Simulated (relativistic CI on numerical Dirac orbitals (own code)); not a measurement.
# Lu²⁶⁺: one ion under different settings

How much do the settings matter for Lu²⁶⁺? One ion, several inputs.

Program: relativistic CI on numerical Dirac orbitals (own code) version 3. Level of theory: Dirac-Coulomb-Breit CI, KLI orbitals optimised for each configuration, model QED (radiative potential, 1s self-energy scaled to tabulated hydrogen-like ionisation energies), numerical settings as typed. These are calculated values, not measurements, unless marked.

### Step 1. What is computed

| Item | Value |
| --- | --- |
| ion | Lu²⁶⁺ (Lu XXVII) |
| nuclear charge | 71 |
| electrons | 45 |
| isotope | A = 175 |

### Step 2. The usual input

Input settings:

```ini
atom Lu  Z=71  charge=26  electrons=45
nucleus A=175  rms_radius_fm=5.3700
hamiltonian dirac-coulomb  breit=on  qed=on  c_scale=1
orbitals kli  potential=per-configuration
slater_scale 1
correlation none
mixing on
grid step=0.0125 r_max=5.5
scf mixing=0.4 start=green max_iterations=150 tolerance=2e-08 node_fill=0.05
configurations
  [Kr] 4d9
  [Ar] 3d10 4s2 4p5 4d10
end
```

The run is started by

```bash
> python run_levels.py task.json out
```

The settings of every run stand in task.json; they run in order.

Results of the run (chosen fields of its result record, rounded):

```text
{
  "status": "converged",
  "levels [i, E_cm, J2, conf, term, w_term, w_jj]": [
    [0, 0, 5, "4p6 4d9", "2D", 1, 1],
    [1, 103671.54, 3, "4p6 4d9", "2D", 1, 1],
    [2, 1434344.7, 3, "4p5 4d10", "2P*", 1, 1],
    [3, 1956474.4, 1, "4p5 4d10", "2P*", 1, 1]
  ],
  "total_energy [Ha]": -14246.989176,
  "n_levels_all": 4,
  "overlap": 1.89222e-11,
  "scf_iterations": [10, 10],
  "orbital_energies [Ha]": {"1s": -2350.97, "2s": -427.314, "2p1/2": -409.199, "2p3/2": -368.28, "3s": -122.437, "3p1/2": -114.505, "3p3/2": -105.684, "3d3/2": -92.3117, "3d5/2": -90.3914, "4s": -47.9634, "4p1/2": -44.6453, "4p3/2": -42.2632, "4d3/2": -36.793, "4d5/2": -36.3056},
  "configurations [conf, odd, states, E_av_Ha, breit_Ha, qed_Ha]": [
    ["4p6 4d9", 0, 10, -14271.68452, 14.83, 10.05],
    ["4p5 4d10", 1, 6, -14264.51155, 14.8, 10.05]
  ],
  "scf_steps of the first configuration [iteration, E_Ha, residual, outer_eigenvalue_Ha]": [
    [1, -14076.38654, 6.42, -63.68],
    [2, -14220.56106, 3.35, -49.09],
    [3, -14271.38951, 0.226, -36.37],
    [4, -14271.6242, 0.131, -36.87],
    [5, -14271.68429, 0.00666, -36.32],
    [6, -14271.6845, 0.000558, -36.31],
    [7, -14271.68452, 9.92e-05, -36.31],
    [8, -14271.68452, 3.64e-06, -36.31],
    [9, -14271.68452, 2.57e-06, -36.31],
    [10, -14271.68452, 4.77e-09, -36.31]
  ]
}
```

Run time: 0.095 s. Hardware: 1 thread of Neoverse-V2, shared host.

### Step 3. Speed-of-light factor 0.8, node fill 0.01, nuclear radius 4.833

Input settings:

```ini
atom Lu  Z=71  charge=26  electrons=45
nucleus A=175  rms_radius_fm=4.8330
hamiltonian dirac-coulomb  breit=on  qed=on  c_scale=0.8
orbitals kli  potential=per-configuration
slater_scale 1
correlation none
mixing on
grid step=0.0125 r_max=5.5
scf mixing=0.4 start=green max_iterations=150 tolerance=2e-08 node_fill=0.01
configurations
  [Kr] 4d9
  [Ar] 3d10 4s2 4p5 4d10
end
```

Result record:

```text
{
  "status": "converged",
  "levels [i, E_cm, J2, conf, term, w_term]": [
    [0, 0, 5, "4p6 4d9", "2D", 1],
    [1, 162185.82, 3, "4p6 4d9", "2D", 1],
    [2, 1515202, 3, "4p5 4d10", "2P*", 1],
    [3, 2431774.6, 1, "4p5 4d10", "2P*", 1]
  ],
  "total_energy [Ha]": -14751.17013,
  "n_levels_all": 4,
  "overlap": 1.95781e-11,
  "scf_iterations": [10, 10],
  "orbital_energies [Ha]": {"1s": -2475.98, "2s": -461.104, "2p1/2": -440.819, "2p3/2": -368.726, "3s": -130.592, "3p1/2": -121.907, "3p3/2": -106.275, "3d3/2": -92.6038, "3d5/2": -89.5876, "4s": -50.2807, "4p1/2": -46.6867, "4p3/2": -42.4813, "4d3/2": -36.9145, "4d5/2": -36.1472},
  "configurations [conf, odd, states, E_av_Ha, breit_Ha, qed_Ha]": [
    ["4p6 4d9", 0, 10, -14790.18329, 24.48, 14.83],
    ["4p5 4d10", 1, 6, -14782.12849, 24.43, 14.82]
  ],
  "scf_steps of the first configuration [iteration, E_Ha, residual, outer_eigenvalue_Ha]": [
    [1, -14574.38889, 6.73, -64.16],
    [2, -14733.81803, 3.52, -49.15],
    [3, -14789.88567, 0.239, -36.22],
    [4, -14790.09807, 0.141, -36.73],
    [5, -14790.18238, 0.00786, -36.17],
    [6, -14790.1833, 0.000518, -36.15],
    [7, -14790.1833, 0.000138, -36.15],
    [8, -14790.18329, 3.52e-06, -36.15],
    [9, -14790.18329, 2.59e-06, -36.15],
    [10, -14790.18329, 7.29e-09, -36.15]
  ]
}
```

It took 0.095 s on 1 thread of Neoverse-V2, shared host.

A changed speed of light describes a fictitious ion. The QED potentials keep the true α.

### Step 4. Breit term off

Input settings:

```ini
atom Lu  Z=71  charge=26  electrons=45
nucleus A=175  rms_radius_fm=5.3700
hamiltonian dirac-coulomb  breit=off  qed=on  c_scale=1
orbitals kli  potential=per-configuration
slater_scale 1
correlation none
mixing on
grid step=0.0125 r_max=5.5
scf mixing=0.4 start=green max_iterations=150 tolerance=2e-08 node_fill=0.05
configurations
  [Kr] 4d9
  [Ar] 3d10 4s2 4p5 4d10
end
```

Result record:

```text
{
  "status": "converged",
  "levels [i, E_cm, J2, conf, term, w_term]": [
    [0, 0, 5, "4p6 4d9", "2D", 1],
    [1, 105966.34, 3, "4p6 4d9", "2D", 1],
    [2, 1439809.4, 3, "4p5 4d10", "2P*", 1],
    [3, 1967871.1, 1, "4p5 4d10", "2P*", 1]
  ],
  "total_energy [Ha]": -14261.824133,
  "n_levels_all": 4,
  "overlap": 1.89222e-11,
  "scf_iterations": [10, 10],
  "orbital_energies [Ha]": {"1s": -2350.97, "2s": -427.314, "2p1/2": -409.199, "2p3/2": -368.28, "3s": -122.437, "3p1/2": -114.505, "3p3/2": -105.684, "3d3/2": -92.3117, "3d5/2": -90.3914, "4s": -47.9634, "4p1/2": -44.6453, "4p3/2": -42.2632, "4d3/2": -36.793, "4d5/2": -36.3056},
  "configurations [conf, odd, states, E_av_Ha, breit_Ha, qed_Ha]": [
    ["4p6 4d9", 0, 10, -14271.68452, 0, 10.05],
    ["4p5 4d10", 1, 6, -14264.51155, 0, 10.05]
  ],
  "scf_steps of the first configuration [iteration, E_Ha, residual, outer_eigenvalue_Ha]": [
    [1, -14076.38654, 6.42, -63.68],
    [2, -14220.56106, 3.35, -49.09],
    [3, -14271.38951, 0.226, -36.37],
    [4, -14271.6242, 0.131, -36.87],
    [5, -14271.68429, 0.00666, -36.32],
    [6, -14271.6845, 0.000558, -36.31],
    [7, -14271.68452, 9.92e-05, -36.31],
    [8, -14271.68452, 3.64e-06, -36.31],
    [9, -14271.68452, 2.57e-06, -36.31],
    [10, -14271.68452, 4.77e-09, -36.31]
  ]
}
```

Run time: 0.089 s. Hardware: 1 thread of Neoverse-V2, shared host.

### Step 5. Iteration limit 20

Input settings:

```ini
atom Lu  Z=71  charge=26  electrons=45
nucleus A=175  rms_radius_fm=5.3700
hamiltonian dirac-coulomb  breit=on  qed=on  c_scale=1
orbitals kli  potential=per-configuration
slater_scale 1
correlation none
mixing on
grid step=0.0125 r_max=5.5
scf mixing=0.4 start=green max_iterations=20 tolerance=2e-08 node_fill=0.05
configurations
  [Kr] 4d9
  [Ar] 3d10 4s2 4p5 4d10
end
```

Result record:

```text
{
  "status": "converged",
  "levels [i, E_cm, J2, conf, term, w_term]": [
    [0, 0, 5, "4p6 4d9", "2D", 1],
    [1, 103671.54, 3, "4p6 4d9", "2D", 1],
    [2, 1434344.7, 3, "4p5 4d10", "2P*", 1],
    [3, 1956474.4, 1, "4p5 4d10", "2P*", 1]
  ],
  "total_energy [Ha]": -14246.989176,
  "n_levels_all": 4,
  "overlap": 1.89222e-11,
  "scf_iterations": [10, 10],
  "orbital_energies [Ha]": {"1s": -2350.97, "2s": -427.314, "2p1/2": -409.199, "2p3/2": -368.28, "3s": -122.437, "3p1/2": -114.505, "3p3/2": -105.684, "3d3/2": -92.3117, "3d5/2": -90.3914, "4s": -47.9634, "4p1/2": -44.6453, "4p3/2": -42.2632, "4d3/2": -36.793, "4d5/2": -36.3056},
  "configurations [conf, odd, states, E_av_Ha, breit_Ha, qed_Ha]": [
    ["4p6 4d9", 0, 10, -14271.68452, 14.83, 10.05],
    ["4p5 4d10", 1, 6, -14264.51155, 14.8, 10.05]
  ],
  "scf_steps of the first configuration [iteration, E_Ha, residual, outer_eigenvalue_Ha]": [
    [1, -14076.38654, 6.42, -63.68],
    [2, -14220.56106, 3.35, -49.09],
    [3, -14271.38951, 0.226, -36.37],
    [4, -14271.6242, 0.131, -36.87],
    [5, -14271.68429, 0.00666, -36.32],
    [6, -14271.6845, 0.000558, -36.31],
    [7, -14271.68452, 9.92e-05, -36.31],
    [8, -14271.68452, 3.64e-06, -36.31],
    [9, -14271.68452, 2.57e-06, -36.31],
    [10, -14271.68452, 4.77e-09, -36.31]
  ]
}
```

Run time: 0.095 s. Hardware: 1 thread of Neoverse-V2, shared host.

### Step 6. Potential mixing 0.001

Settings: those of step 5 with these lines changed.

```diff
@@ -8,3 +8,3 @@
 grid step=0.0125 r_max=5.5
-scf mixing=0.4 start=green max_iterations=20 tolerance=2e-08 node_fill=0.05
+scf mixing=0.001 start=green max_iterations=68 tolerance=2e-08 node_fill=0.05
 configurations
```

Result record:

```text
{
  "status": "converged",
  "levels [i, E_cm, J2, conf, term, w_term]": [
    [0, 0, 5, "4p6 4d9", "2D", 1],
    [1, 103671.54, 3, "4p6 4d9", "2D", 1],
    [2, 1434344.7, 3, "4p5 4d10", "2P*", 1],
    [3, 1956474.4, 1, "4p5 4d10", "2P*", 1]
  ],
  "total_energy [Ha]": -14246.989176,
  "n_levels_all": 4,
  "overlap": 1.8921e-11,
  "scf_iterations": [14, 16],
  "orbital_energies [Ha]": {"1s": -2350.97, "2s": -427.314, "2p1/2": -409.199, "2p3/2": -368.28, "3s": -122.437, "3p1/2": -114.505, "3p3/2": -105.684, "3d3/2": -92.3117, "3d5/2": -90.3914, "4s": -47.9634, "4p1/2": -44.6453, "4p3/2": -42.2632, "4d3/2": -36.793, "4d5/2": -36.3056},
  "configurations [conf, odd, states, E_av_Ha, breit_Ha, qed_Ha]": [
    ["4p6 4d9", 0, 10, -14271.68452, 14.83, 10.05],
    ["4p5 4d10", 1, 6, -14264.51155, 14.8, 10.05]
  ],
  "scf_steps of the first configuration [iteration, E_Ha, residual, outer_eigenvalue_Ha]": [
    [1, -14076.38654, 6.42, -63.68],
    [2, -14076.83912, 6.41, -63.64],
    [3, -14270.48426, 0.454, -36.35],
    [4, -14271.47767, 0.176, -37.26],
    [5, -14271.53835, 0.269, -38.11],
    [6, -14271.68315, 0.0171, -36.34],
    [7, -14271.68381, 0.0129, -36.35],
    [8, -14271.68431, 0.00325, -36.32],
    [9, -14271.68451, 0.000295, -36.3],
    [10, -14271.68451, 0.00025, -36.3],
    [11, -14271.68452, 9.27e-06, -36.31],
    [12, -14271.68452, 4.11e-06, -36.31],
    [13, -14271.68452, 5.23e-06, -36.31],
    [14, -14271.68452, 1.94e-08, -36.31]
  ]
}
```

Run time: 0.11 s. Hardware: 1 thread of Neoverse-V2, shared host.

The value lies outside the usual range, yet the result is unchanged in this case.

### Step 7. Node fill 50

Settings: those of step 6 with these lines changed.

```diff
@@ -8,3 +8,3 @@
 grid step=0.0125 r_max=5.5
-scf mixing=0.001 start=green max_iterations=68 tolerance=2e-08 node_fill=0.05
+scf mixing=0.4 start=green max_iterations=79 tolerance=2e-08 node_fill=50
 configurations
```

Result record:

```text
{
  "status": "converged",
  "levels [i, E_cm, J2, conf, term, w_term]": [
    [0, 0, 5, "4p6 4d9", "2D", 1],
    [1, 106333.26, 3, "4p6 4d9", "2D", 1],
    [2, 1428432.1, 3, "4p5 4d10", "2P*", 1],
    [3, 1959160.5, 1, "4p5 4d10", "2P*", 1]
  ],
  "total_energy [Ha]": -14246.191392,
  "n_levels_all": 4,
  "overlap": 7.45453e-12,
  "scf_iterations": [11, 11],
  "orbital_energies [Ha]": {"1s": -2337.57, "2s": -420.571, "2p1/2": -401.642, "2p3/2": -361.279, "3s": -119.015, "3p1/2": -110.908, "3p3/2": -102.327, "3d3/2": -88.7873, "3d5/2": -86.9431, "4s": -46.386, "4p1/2": -43.0721, "4p3/2": -40.7788, "4d3/2": -35.3677, "4d5/2": -34.9075},
  "configurations [conf, odd, states, E_av_Ha, breit_Ha, qed_Ha]": [
    ["4p6 4d9", 0, 10, -14270.62173, 14.62, 10.01],
    ["4p5 4d10", 1, 6, -14263.47054, 14.59, 10]
  ],
  "scf_steps of the first configuration [iteration, E_Ha, residual, outer_eigenvalue_Ha]": [
    [1, -14076.38654, 6.83, -63.68],
    [2, -14227.80157, 3.56, -48.27],
    [3, -14268.87269, 0.266, -35.05],
    [4, -14271.22023, 0.177, -35.61],
    [5, -14270.6455, 0.00776, -34.93],
    [6, -14270.62507, 0.00156, -34.91],
    [7, -14270.62107, 0.000178, -34.91],
    [8, -14270.62172, 4.29e-06, -34.91],
    [9, -14270.62174, 1.98e-06, -34.91],
    [10, -14270.62173, 3.42e-08, -34.91],
    [11, -14270.62173, 9.6e-10, -34.91]
  ]
}
```

Wall time 0.098 s (1 thread of Neoverse-V2, shared host).

This setting is unsound; the numbers are not properties of the ion.

### Step 8. Comparison

| setting | total energy less usual (Ha) | largest shift of a level among the lowest eight of both runs, same label and place (cm⁻¹) | SCF iterations | time | lowest level | kind of change |
| --- | --- | --- | --- | --- | --- | --- |
| usual | 0 | 0 | 20 | 0.095 s | 4d9 2D5/2 | - |
| speed-of-light factor 0.8, node fill 0.01, nuclear radius 4.833 | -504 | 475000 | 20 | 0.095 s | 4d9 2D5/2 | unphysical constant |
| Breit term off | -14.8 | 11400 | 20 | 0.089 s | 4d9 2D5/2 | model term |
| iteration limit 20 | 0 | 0 | 20 | 0.095 s | 4d9 2D5/2 | numerical |
| potential mixing 0.001 | 0 | 0 | 30 | 0.11 s | 4d9 2D5/2 | extreme, harmless here |
| node fill 50 | 0.798 | 5910 | 22 | 0.098 s | 4d9 2D5/2 | unsound |

### Step 9. Outcome

| quantity | value |
| --- | --- |
| lowest level, usual settings | 4d9 2D5/2 |
| total energy | -14246.9892 Ha |
| first excitation | 103672 cm⁻¹ |

Among the runs whose levels can be followed, they move most under «speed-of-light factor 0.8, node fill 0.01, nuclear radius 4.833» (unphysical constant), by up to 475000 cm⁻¹. No visible change in the result comes from «iteration limit 20» or «potential mixing 0.001». Only the listed configurations are in the model.
